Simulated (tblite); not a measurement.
# C13H25Cl3: the cost of one run

Programs: PySCF 2.14.0 with density-fitted response routines of our own, and tblite 0.8.0. All values are computed, except where a source is named. Atoms count from 0 throughout.

## 1. The starting structure

41 atoms, charge 0, multiplicity 1; geometry from: MMFF94s geometry.

Bonds of the start (Å): C0–C1 1.53, C0–H16 1.10, C0–H17 1.09, C0–H18 1.08, C10–C11 1.56, C10–H31 1.10, C10–H32 1.10, C11–C12 1.54, C11–C14 1.56, C11–Cl13 1.81, C12–H33 1.10, C12–H34 1.11, C12–H35 1.10, C14–C15 1.53, C14–H36 1.08, C14–H37 1.10, C15–H38 1.09, C15–H39 1.10, C15–H40 1.09, C1–C2 1.57, C1–H19 1.10, C1–H20 1.09, C2–C3 1.55, C2–C5 1.55 and more.

## 2. GFN2-xTB relaxation, conformer 1

What the job is given:

```
{"job": {"xc": "GFN2-xTB", "basis": "xTB", "kind": "relax"}, "charge": 0, "multiplicity": 1}
C     -4.351200    -1.214500    -0.038900
C     -3.822800    -0.001600    -0.810600
C     -2.262500     0.045900    -0.996600
C     -1.967000     1.339400    -1.792600
Cl    -1.813000    -1.348900    -2.043200
C     -1.560800    -0.049600     0.381500
C     -0.028600     0.261700     0.606300
Cl     0.210200     2.052800     0.467100
C      0.349800    -0.145300     2.069300
C     -0.531700     0.424800     3.192100
C      0.861800    -0.479600    -0.437300
C      2.421400    -0.572400    -0.351200
C      2.906400    -1.181100    -1.674600
Cl     2.905700    -1.748700     0.930300
C      3.119100     0.794400    -0.098200
C      4.645900     0.784100    -0.150000
H     -5.452600    -1.162600    -0.003400
H     -4.008000    -1.230800     0.997100
H     -4.084200    -2.153400    -0.507700
H     -4.136900     0.900400    -0.263200
H     -4.318700     0.032400    -1.775300
H     -0.918500     1.405900    -2.082400
H     -2.214900     2.229200    -1.185100
H     -2.562900     1.373800    -2.708500
H     -1.722900    -1.062700     0.766800
H     -2.129200     0.608800     1.065400
H      1.373600     0.169900     2.289200
H      0.311000    -1.234100     2.160200
H     -0.576100     1.518400     3.155800
H     -0.105700     0.142800     4.166400
H     -1.538400     0.027200     3.149400
H      0.501200    -1.512700    -0.481400
H      0.641400    -0.037700    -1.416900
H      2.379000    -2.112900    -1.907200
H      2.745900    -0.487100    -2.521400
H      3.980200    -1.423600    -1.668400
H      2.845800     1.171500     0.881600
H      2.770300     1.518300    -0.843000
H      5.088700     0.066800     0.546400
H      5.003300     0.551900    -1.162900
H      5.029100     1.774700     0.099800
```

Started as:

```
$ OMP_NUM_THREADS=1 python ens_run.py task.json out
```

This one command runs the whole study; its stages follow in the order run.

**Question.** How long does this first job take on 1 thread of Intel Xeon 6975P-C, shared host?

About 2.5 s.
